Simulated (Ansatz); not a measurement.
I need a relaxation of cell and ions of BaTlO₃, space group Pm-3m. Use the Ansatz DFT code, driven from Python. Settings: LDA, PAW, cutoff 510 eV, 5×5×5 k-points, cold smearing of 0.15 eV.

Contents of `batlo3.xyz`:
```text
5
Lattice="4.350242 0.0 0.0 0.0 4.350242 0.0 0.0 0.0 4.350242" Properties=species:S:1:pos:R:3 pbc="T T T"
Ba    0.00000000    0.00000000    0.00000000
Tl    2.17512100    2.17512100    2.17512100
O     2.17512100    2.17512100    0.00000000
O     2.17512100    0.00000000    2.17512100
O     0.00000000    2.17512100    2.17512100
```

Script `vcrelax.py`:
```python
import json

import ansatz
from ase import Atoms
from ase.io import write
from ase.neighborlist import neighbor_list
import numpy as np

OCCUPATIONS = 'cold'
WIDTH_EV = 0.15
K_SPACING = 0.29
ECUT = 510
FORCE_TOL = 0.03

def edges_and_angles(cell):
    cell = np.asarray(cell)
    a, b, c = np.linalg.norm(cell, axis=1)
    cosines = cell[1] @ cell[2] / (b * c), cell[0] @ cell[2] / (a * c), cell[0] @ cell[1] / (a * b)
    return (a, b, c, *np.degrees(np.arccos(cosines)))

crystal = ansatz.Crystal.from_extxyz('batlo3.xyz')

calc = (
    crystal.calculation()
    .functional(ansatz.Functional.LDA)
    .occupations(OCCUPATIONS, width=WIDTH_EV)
    .kpoints(spacing=K_SPACING)
    .basis(ECUT)
    .relax(force_tolerance=FORCE_TOL, cell=True)
)
out = calc.run(threads=1, events_out='events.ndjson')
with open('events.ndjson') as stream:
    events = [json.loads(line) for line in stream]
steps = [e['data'] for e in events if e['event'] == 'relax_step']
r = out.report
for s in steps:
    flag = '' if s['accepted'] else '  (rejected)'
    print('step %2d  E = %.5f eV  largest force component = %.4f eV/A%s' % (s['step'], s['lagrangian_ev'], s['allowed_force_max_ev_ang'], flag))

first, last = steps[0], steps[-1]
symbols = [site.symbol for site in out.lattice.sites]
print(f'energy gained {first["lagrangian_ev"] - last["lagrangian_ev"]:.4f} eV in {len(steps) - 1} steps')
for label, vectors in (('before', first['cell_ang']), ('after', out.lattice.cell_ang)):
    print(label, 'a b c (A) {:.4f} {:.4f} {:.4f}  angles {:.2f} {:.2f} {:.2f}'.format(*edges_and_angles(vectors)), f' V = {abs(np.linalg.det(vectors)):.3f} A^3')
print('final stress xx yy zz (GPa, compression positive):', np.round(np.diag(r['stress_gpa']), 3) + 0.0)

final = Atoms(symbols, positions=last['positions_ang'], cell=out.lattice.cell_ang, pbc=True)
i, j, d = neighbor_list('ijd', final, 4.5)
print('neighbours within 1.1 times the shortest distance of each atom (A)')
for atom in range(len(final)):
    near = [m for m in np.argsort(d) if i[m] == atom]
    shell = [m for m in near if d[m] < 1.1 * d[near[0]]]
    print(f'{symbols[atom]}{atom} ({len(shell)}):', ', '.join(f'{symbols[j[m]]} {d[m]:.3f}' for m in shell))

relaxed = Atoms(symbols, positions=[site.position_ang for site in out.lattice.sites], cell=out.lattice.cell_ang, pbc=True)
write('relaxed.cif', relaxed, format='cif')

print('relaxed fractional positions')
for site in out.lattice.sites:
    print(f'  {site.symbol:2s}', ' '.join(f'{v % 1:8.5f}' for v in np.round(site.position_frac, 5)))

print(f'free energy      {r["free_energy_ev"]:.5f} eV')
print(f'per atom         {r["free_energy_ev"] / len(out.lattice.sites):.5f} eV')
print(f'SCF iterations   {r["n_iterations"]}  (converged: {r["converged"]})')
```

```console
$ python vcrelax.py
step  1  E = -18591.13877 eV  largest force component = 0.0000 eV/A
step  2  E = -18591.33035 eV  largest force component = 0.0000 eV/A
step  3  E = -18591.33822 eV  largest force component = 0.0000 eV/A
step  4  E = -18591.33837 eV  largest force component = 0.0000 eV/A
step  5  E = -18591.33809 eV  largest force component = 0.0000 eV/A
energy gained 0.1993 eV in 4 steps
before a b c (A) 4.3502 4.3502 4.3502  angles 90.00 90.00 90.00  V = 82.327 A^3
after a b c (A) 4.2219 4.2219 4.2219  angles 90.00 90.00 90.00  V = 75.255 A^3
final stress xx yy zz (GPa, compression positive): [-0.011 -0.011 -0.011]
neighbours within 1.1 times the shortest distance of each atom (A)
Ba0 (12): O 2.985, O 2.985, O 2.985, O 2.985, O 2.985, O 2.985, O 2.985, O 2.985, O 2.985, O 2.985, O 2.985, O 2.985
Tl1 (6): O 2.111, O 2.111, O 2.111, O 2.111, O 2.111, O 2.111
O2 (2): Tl 2.111, Tl 2.111
O3 (2): Tl 2.111, Tl 2.111
O4 (2): Tl 2.111, Tl 2.111
relaxed fractional positions
  Ba  0.00000  0.00000  0.00000
  Tl  0.50000  0.50000  0.50000
  O   0.50000  0.50000  0.00000
  O   0.50000  0.00000  0.50000
  O   0.00000  0.50000  0.50000
free energy      -18591.33809 eV
per atom         -3718.26762 eV
SCF iterations   6  (converged: True)
```

File `relaxed.cif` afterwards:
```cif
data_image0
_chemical_formula_structural       BaTlO3
_chemical_formula_sum              "Ba1 Tl1 O3"
_cell_length_a       4.221929374693448
_cell_length_b       4.221929374693448
_cell_length_c       4.221929374693448
_cell_angle_alpha    90.0
_cell_angle_beta     90.0
_cell_angle_gamma    90.0

_space_group_name_H-M_alt    "P 1"
_space_group_IT_number       1

loop_
  _space_group_symop_operation_xyz
  'x, y, z'

loop_
  _atom_site_type_symbol
  _atom_site_label
  _atom_site_symmetry_multiplicity
  _atom_site_fract_x
  _atom_site_fract_y
  _atom_site_fract_z
  _atom_site_occupancy
  Ba  Ba1       1.0  1.0652899146006886e-34  0.0  0.0  1.0000
  Tl  Tl1       1.0  0.5  0.5  0.5  1.0000
  O   O1        1.0  0.5  0.5  1.1021830718192678e-35  1.0000
  O   O2        1.0  0.5  1.3419885937209624e-35  0.5  1.0000
  O   O3        1.0  0.0  0.5  0.5  1.0000
```

Reading the output:
- Total energies depend on the potentials; only differences at equal settings carry meaning.
- The cell holds an odd number of electrons and is run without spin, so a magnetic state may lie lower.
- Forces vanish by symmetry, so the ions can't move, and the end may be a saddle.
- The mesh is modest for a metal, so energies can be off by several to tens of meV an atom and pressures by half a GPa or more; differences at equal mesh fare better.
- Energies along a relaxation are free energies. Rows at an unchanged volume are solved on a plane-wave basis chosen afresh for that cell, so the energy jumps there and such rows are no steps of the walk.
- Spin-orbit coupling, which matters for elements this heavy, is left out.
- This cell is a computed structure, which may not be the phase found in nature.
- Hardware and time: 12 s on 1 thread of AMD EPYC 7R43 64-Core Processor (Zen 3) (shared host), peak memory 0.5 GiB.

(Lines on the test bed's own set-up are left out of the output.)
